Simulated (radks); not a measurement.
# Sc⁷⁺ in [Ne] 3s2 3p2: an all-electron calculation

An exercise on one series of results from a longer session: the logs are not shown, and one member is left open.

The numbers are computed with radks (a radial shooting solver on a logarithmic mesh, Libxc functionals) version 1 (non-relativistic Kohn-Sham, revTPSS, spin-unpolarised, spherical densities, point nucleus), except any that are marked as measured or tabulated.

## What is computed

| Property | Result |
| --- | --- |
| element | scandium (Z = 21) |
| charge | +7 |
| electrons | 14 |
| configuration | [Ne] 3s2 3p2 |

Outer shells as boxes (Hund's rule):

Sc⁷⁺
```
[Ne] core
3s [↑↓]
3p [↑ ][↑ ][  ]
```

Set-up of the first run:

The run's settings:

```text
Z 21
configuration [Ne] 3s2 3p2
relativity non-relativistic
functional revtpss,revtpss
spin unpolarised
nucleus point
```

Launch:

```console
$ python run_ks.py task.json out
```

This one command runs every case of the session in turn.

Steps of the session up to this table: Self-consistent calculation.

One of the session's tables, all rows but one given; the rest of the session is left out.

It belongs to the step «Orbitals and density». Radial moments (bohr):

| level | <r> | outermost maximum (interpolated) | 90 % within | nodes |
| --- | --- | --- | --- | --- |
| 1s | ? | ? | ? | ? |
| 2s | 0.3435 | 0.284 | 0.533 | 1 |
| 2p | 0.3065 | 0.232 | 0.503 | 0 |
| 3s | 0.9717 | 0.880 | 1.42 | 2 |
| 3p | 0.9958 | 0.890 | 1.48 | 1 |

**Question.** Estimate the row for 1s.

**Answer.** <r>: 0.07350; outermost maximum (interpolated): 0.0483; 90 % within: 0.131; nodes: 0. In the column «<r>» it is the lowest.

Caveats from the session: Spin polarisation and multiplet splitting are left out.
